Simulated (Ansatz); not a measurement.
Task: a test of the smearing width of WC, space group Fm-3m, with the Python package of Ansatz (0.2.0). Give the script and its output. Level of theory (first run): PBEsol, PAW, cutoff 422 eV, 11×11×11 k-points, cold smearing of 0.25 eV. The script varies width (eV): 0.25, 0.15, 0.1, 0.05, 0.025.

The script reads `wc.extxyz`:
```text
2
Lattice="0.0 2.192684 2.192684 2.192684 0.0 2.192684 2.192684 2.192684 0.0" Properties=species:S:1:pos:R:3 pbc="T T T"
W     0.00000000    0.00000000    0.00000000
C     2.19268400    2.19268400    2.19268400
```

`smear_wc.py`
```python
'''Smearing width test for WC.'''

import ansatz as az
import pandas as pd

cell = az.Crystal.from_extxyz('wc.extxyz')

model = (
    cell.calculation()
    .functional(az.Functional.PBESOL)
    .pseudopotentials('paw')
    .basis(31 * az.Ry)
    .kpoints(mesh=(11, 11, 11))
)

rows = []
for value in [0.25, 0.15, 0.1, 0.05, 0.025]:
    data = model.occupations('cold', width=value).run(threads=1).report
    rows.append((value, data['free_energy_ev'] / len(data['lattice']['sites']), data['n_iterations'], data['n_kpoints']))

table = pd.DataFrame(rows, columns=['width (eV)', 'F/atom (eV)', 'iterations', 'k-points'])
print(table.round(5).to_string(index=False))

# differences from the last row
for row in rows[:-1]:
    shift = 1000 * (row[1] - rows[-1][1])
    print(f'{row[0]}: {shift:+.2f} meV/atom' + ('  (within 5 meV)' if abs(shift) < 5 else ''))
```

Output of `python smear_wc.py`:
```text
 width (eV)  F/atom (eV)  iterations  k-points
      0.250  -5251.39922           5        56
      0.150  -5251.39743           5        56
      0.100  -5251.39699           5        56
      0.050  -5251.39699           5        56
      0.025  -5251.39692           5        56
0.25: -2.30 meV/atom  (within 5 meV)
0.15: -0.50 meV/atom  (within 5 meV)
0.1: -0.07 meV/atom  (within 5 meV)
0.05: -0.07 meV/atom  (within 5 meV)
```

Going from 0.025 to 0.25 eV changes F by -2.3 meV an atom. This scheme is built to cancel the term in the square of the width, but that needs a smooth density of states and a fine mesh, and here a sizeable shift remains.

No spin polarisation was allowed. For a metal this k-point mesh is coarse: on a finer one energies can move by several to tens of meV an atom and pressures by half a GPa or more, differences at one mesh by less. The narrowest width needs the finest mesh, so the last row is no converged reference. Spin-orbit coupling, which matters for elements this heavy, is left out. This cell is a computed structure, which may not be the phase found in nature. Finished in 7.3 s on 1 thread of Intel(R) Xeon(R) Processor @ 2.30GHz (shared host), peak memory 0.51 GiB.
